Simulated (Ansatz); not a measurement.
# CuTe: the cost of one run

Method: DFT PBEsol+U (U_eff = 1 eV on Cu d), plane waves, PAW, in Ansatz 0.2.0.

## Step 1: The starting structure

It takes space group Pmmn (No. 59, orthorhombic). The conventional cell has a = 3.100 Å, b = 4.020 Å, c = 6.860 Å, α = 90.00°, β = 90.00°, γ = 90.00°. Cu (site symmetry mm2) has 4 Te at 2.54 to 2.73 Å and 4 Cu at 2.63 Å in its first shell of neighbours. Te (site symmetry mm2) is surrounded by 4 Cu at 2.54 to 2.73 Å.

As a file:

```cif
data_structure
_symmetry_space_group_name_H-M 'Pmmn:1'
_symmetry_Int_Tables_number 59
_cell_length_a 3.1000
_cell_length_b 4.0200
_cell_length_c 6.8600
_cell_angle_alpha 90.000
_cell_angle_beta 90.000
_cell_angle_gamma 90.000
_cell_volume 85.49
loop_
_atom_site_label
_atom_site_type_symbol
_atom_site_symmetry_multiplicity
_atom_site_Wyckoff_symbol
_atom_site_fract_x
_atom_site_fract_y
_atom_site_fract_z
_atom_site_occupancy
Cu1 Cu 2 b 0.00000 0.50000 0.44900 1
Te1 Te 2 a 0.00000 0.00000 0.22300 1
```

Magnetic order typed: opposed in the cell.

## Step 2: From atoms, symmetry kept, no search

File input.yaml:

```yaml
crystal:
  lattice:
    - [3.09999976, 0.0, 0.0]
    - [0.0, 4.01999969, 0.0]
    - [0.0, 0.0, 6.85999947]
  atoms:
    - { symbol: Cu, position: [0.0, 0.5, 0.449], spin: 1.0 }
    - { symbol: Cu, position: [0.5, 0.0, 0.551], spin: -1.0 }
    - { symbol: Te, position: [0.0, 0.0, 0.223] }
    - { symbol: Te, position: [0.5, 0.5, 0.777] }
basis:
  ecutwfc: 420
  ecutrho_ratio: 4
kpoints:
  mp_grid: { grid: [6, 5, 3] }
hamiltonian:
  xc: pbesol
  hubbard:
    sites: [{ site: 0, l: d, u_eff: 1.0 }, { site: 1, l: d, u_eff: 1.0 }]
scf:
  occupations: { method: gaussian, width: 0.05 }
  lower_state_search: "off"
  max_iter: 150
output:
  forces: true
  stress: true
  eigenvalues: true
  populations: true
  hubbard: { sites: [{ site: 0, l: d }, { site: 1, l: d }] }
magnetization:
  spin_polarized: true
```

On the command line:

```
$ ansatz run input.yaml --threads 2 --pin off --max-ram 3072MiB --backend cpu --events-out ev --progress --plain --runs-dir out
```

**Question.** How long does this run take on 2 threads of AMD EPYC 9R45 (Zen 5), shared host, and how much memory does it need?

About 4.8 s, with a peak of 0.54 GiB.
